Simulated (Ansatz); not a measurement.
# MnO, 2 atoms: a relaxation on CPU cores

Aim: to move MnO in a cell of 2 atoms to a minimum of the energy, and what it costs in time.

Computed with Ansatz 0.2 development build (DFT, PBE, PAW hard, scalar-relativistic, unless a step's input says otherwise).

## (1) The starting structure

The structure is cubic, space group Fm-3m (No. 225). Conventional cell: a = 3.721 Å, b = 3.721 Å, c = 3.721 Å, α = 90.00°, β = 90.00°, γ = 90.00°. Mn (site symmetry m-3m) is surrounded by 6 O at 1.86 Å. Around O (site symmetry m-3m) lie 6 Mn at 1.86 Å.

Structure file:

```xyz
2
Lattice="0.0000 1.8606 1.8606 1.8606 0.0000 1.8606 1.8606 1.8606 0.0000" Properties=species:S:1:pos:R:3 pbc="T T T"
Mn    0.0000    0.0000    0.0000
O     1.8606    1.8606    1.8606
```

## (2) The calculation

File input.yaml:

```yaml
crystal:
  lattice:
    - [0.0, 1.8606, 1.8606]
    - [1.8606, 0.0, 1.8606]
    - [1.8606, 1.8606, 0.0]
  atoms:
    - { symbol: Mn, position: [0.0, 0.0, 0.0], spin: 2.6 }
    - { symbol: O, position: [0.5, 0.5, 0.5] }
hamiltonian:
  xc: pbe
  pseudopotentials: { kind: paw }
  dispersion: none
kpoints:
  mp_grid: { kspacing: 0.2 }
magnetization:
  spin_polarized: true
relax:
  cell: {}
scf:
  occupations: { method: fermi_dirac, width: "0.1 eV" }
```

Run with:

```console
$ ansatz run input.yaml --threads 4 --max-ram=10GiB --backend cpu --events-out ev
```

Before running it: what results should come out? Wanted: free energy; electrons solved for; SCF passes in all; total and absolute magnetisation; site moments; largest force; pressure; energy from the first step to the last.

As calculated:

```
                              quantity                                                     value
                           free energy                        -4466.2312 eV (-2233.1156 eV/atom)
                  electrons solved for                                                        21
                     SCF passes in all                                                       125
      total and absolute magnetisation                                             4.74, 4.74 μB
                          site moments                                      Mn +4.03, O +0.23 μB
                         largest force                                                0.000 eV/Å
                              pressure                                                  0.00 GPa
energy from the first step to the last  -1361.3 meV/atom (a search of other states lies between)
                             wall time  57 s (4 threads of Arm Neoverse V2 (Grace), shared host)
```

**Reading.** Of the time up to the last event, 92 % went to the work after the first SCF. The state found has moments that add up almost wholly. Another start could end lower. With one magnetic atom in the cell no antiparallel order can form. Forces vanish by symmetry, so the stress drives the 11 steps: the pressure went from 153.85 to 0.00 GPa, and the volume changed by +69.8 %.
